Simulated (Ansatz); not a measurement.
# B2ClH3S: the cost of one run

Program: Ansatz 0.2.0. Level of theory: RKS r2SCAN-D4/def2-SVP. These are calculated values, not measurements.

## Step 1: Starting geometry

SMILES `BSBCl`, 7 atoms, charge 0, spin multiplicity 1.

Atoms are counted from 1 here; the program's logs count them from 0.

Bond lengths: B1–S2 1.804 Å, B1–H5 1.210 Å, B1–H6 1.212 Å, S2–B3 1.829 Å, B3–Cl4 1.747 Å, B3–H7 1.211 Å. Angles: S2–B1–H5 121.7°, S2–B1–H6 115.0°, H5–B1–H6 123.4°, B1–S2–B3 107.4°, S2–B3–Cl4 125.4°, S2–B3–H7 116.0°, Cl4–B3–H7 118.7°.

As a file:

```
atom    x (Å)    y (Å)    z (Å)
  B1   0.1607  -0.4914  -1.3851
  S2  -1.0145   0.4534  -0.3950
  B3  -0.3367   0.5668   1.3000
 Cl4   1.1710  -0.1343   1.8352
  H5   1.1848  -0.9268  -0.9107
  H6  -0.1571  -0.6487  -2.5437
  H7  -1.0080   1.1810   2.0994
```

This geometry comes from a loose relaxation at PBE in a small basis, which is not shown.

## Step 3: Plan of the scan

First coordinate, dihedral B1–S2–B3–Cl4: 10 values from −180 to 144 °, periodic. Second coordinate, dihedral H5–B1–S2–B3: 10 values from −180 to 144 °, periodic.

Relaxed at each point: all other coordinates. Energies count from the relaxed molecule at the same level. Points are written as (first, second).

(The set-up runs are not shown.)

## Step 4: Grid point (−36°, −72°)

File input.yaml:

```yaml
crystal:
  periodic: [false, false, false]
  atoms:
    - { symbol: B, position_ang: [0.111741, -0.86431, -0.987279] }
    - { symbol: S, position_ang: [-1.015656, 0.420969, -0.418932] }
    - { symbol: B, position_ang: [-0.054043, 0.77262, 1.087844] }
    - { symbol: Cl, position_ang: [0.812445, -0.381286, 2.069324] }
    - { symbol: H, position_ang: [1.163425, -0.446203, -1.387082] }
    - { symbol: H, position_ang: [-0.368781, -1.456882, -1.91709] }
    - { symbol: H, position_ang: [-0.293758, 1.811995, 1.641616] }
basis:
  gaussian: { orbitals: def2-SVP }
hamiltonian:
  xc: r2scan
  dispersion: d4
output:
  forces: true
relax:
  f_tol: 0.02
  max_steps: 50
  escape_saddle: false
  constraints: [{ sites: [0, 1, 2, 3] }, { sites: [4, 0, 1, 2] }]
scf:
  lower_state_search: "off"
```

Run with:

```console
$ ansatz run input.yaml --threads 1 --pin off --max-ram 2560MiB --backend cpu --events-out ev --progress --plain --runs-dir out
```

Q: Estimate wall time and peak memory on 1 thread of Intel Xeon Platinum 8259CL at 2.50GHz (Skylake/Cascade Lake), shared host.

About 17 s, with a peak of 0.13 GiB.
